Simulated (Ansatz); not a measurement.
What does this script print? It uses Ansatz's Python interface.

`c2h7fosi.xyz`
```text
12

C    -1.39230    0.65350   -0.40380
Si    0.32420    0.16110   -0.28890
C     0.59540   -0.86160    1.21080
O     0.94420   -0.56750   -1.67760
F     1.22550    1.48250   -0.16630
H    -1.75230    1.26160    0.47790
H    -2.07880   -0.16100   -0.52590
H    -1.55310    1.37160   -1.28490
H     0.33480   -0.30890    2.17260
H     1.68970   -1.11900    1.34420
H     0.04860   -1.79640    1.20730
H     1.69100   -0.17090   -2.03160
```

`c2h7fosi_energy.py`:
```python
# -*- coding: utf-8 -*-
'''Electronic structure of the C2H7FOSi molecule.'''

from dataclasses import dataclass

import ansatz as az
import numpy as np
import pandas as pd


@dataclass(frozen=True)
class RunConfig:
    basis: str = '6-31G*'
    functional: str = 'PBE'


opts = RunConfig()

molecule = az.Crystal.molecule_from_extxyz('c2h7fosi.xyz')

setup = molecule.calculation()
setup = setup.basis(gaussian=opts.basis)
setup = setup.functional(opts.functional)
setup = setup.forces()
print(setup.to_yaml())
done = setup.run(threads=1, pin='off')
rep = done.report

print('reference energy %16.6f eV' % rep['reference_energy_ev'])
print('total energy     %16.6f eV' % rep['free_energy_ev'])
print('occupied (up, down):', rep['n_occupied'], ' virtual:', rep['n_virtual'], ' frozen:', rep['n_frozen'])

field = rep['mean_field']
print('<S^2> =', round(abs(field['state']['spin_squared']), 4), ' relativity:', field['relativity'])
print('passes:', field['passes'])
if 'symmetry' in field:
    print('occupied orbitals by irrep:', field['symmetry']['occupied'])

symbols = [site.symbol for site in molecule.cartesian_sites]
forces = np.array(rep['forces_ev_ang'])
print('largest force', round(float(np.linalg.norm(forces, axis=1).max()), 4), 'eV/A, rms', round(float(np.sqrt((forces ** 2).mean())), 4))

charges = rep['charge_distribution']
table = pd.DataFrame({'atom': symbols, 'mulliken': charges['mulliken_charges_e'], 'lowdin': charges['lowdin_charges_e']})
print(table.round(3).to_string())
print('dipole (e A):', np.round(charges['dipole_moment_e_ang'], 4) + 0.0)
```

```console
$ python c2h7fosi_energy.py
crystal:
  periodic: [false, false, false]
  atoms:
    - { symbol: C, position_ang: [-1.3923, 0.6535, -0.4038] }
    - { symbol: Si, position_ang: [0.3242, 0.1611, -0.2889] }
    - { symbol: C, position_ang: [0.5954, -0.8616, 1.2108] }
    - { symbol: O, position_ang: [0.9442, -0.5675, -1.6776] }
    - { symbol: F, position_ang: [1.2255, 1.4825, -0.1663] }
    - { symbol: H, position_ang: [-1.7523, 1.2616, 0.4779] }
    - { symbol: H, position_ang: [-2.0788, -0.161, -0.5259] }
    - { symbol: H, position_ang: [-1.5531, 1.3716, -1.2849] }
    - { symbol: H, position_ang: [0.3348, -0.3089, 2.1726] }
    - { symbol: H, position_ang: [1.6897, -1.119, 1.3442] }
    - { symbol: H, position_ang: [0.0486, -1.7964, 1.2073] }
    - { symbol: H, position_ang: [1.691, -0.1709, -2.0316] }
basis:
  gaussian:
    orbitals: "6-31G*"
hamiltonian:
  xc: pbe
output:
  forces: true

reference energy    -14820.290506 eV
total energy        -14820.290506 eV
occupied (up, down): [25, 25]  virtual: [68, 68]  frozen: 0
<S^2> = 0.0  relativity: none
passes: {'evaluations': 16, 'products': 11}
occupied orbitals by irrep: [{'A': 25}, {'A': 25}]
largest force 3.9941 eV/A, rms 1.2066
   atom  mulliken  lowdin
0     C    -0.707  -0.502
1    Si     0.861   0.190
2     C    -0.709  -0.511
3     O    -0.667  -0.349
4     F    -0.332  -0.077
5     H     0.190   0.165
6     H     0.201   0.159
7     H     0.186   0.164
8     H     0.179   0.158
9     H     0.185   0.157
10    H     0.193   0.155
11    H     0.419   0.292
dipole (e A): [-0.113  -0.026   0.1051]
```

Notes:
- Total energies depend on the basis set; only differences at equal settings carry meaning.
- The geometry is a force-field or estimated start, not a minimum of this method, and the basis set is short of its limit.
- The Löwdin charges here are taken after orthogonalising the functions within each atom; they differ from plain Löwdin charges, and their signs can be unphysical.
- It ran for 3.5 s on 1 thread of Intel(R) Xeon(R) 6975P-C (Granite Rapids), on a shared host, peak memory 0.24 GiB.

(A comment or docstring line of the script was reworded after the run, the code is as it ran; lines on the test bed's own set-up are left out of the output.)
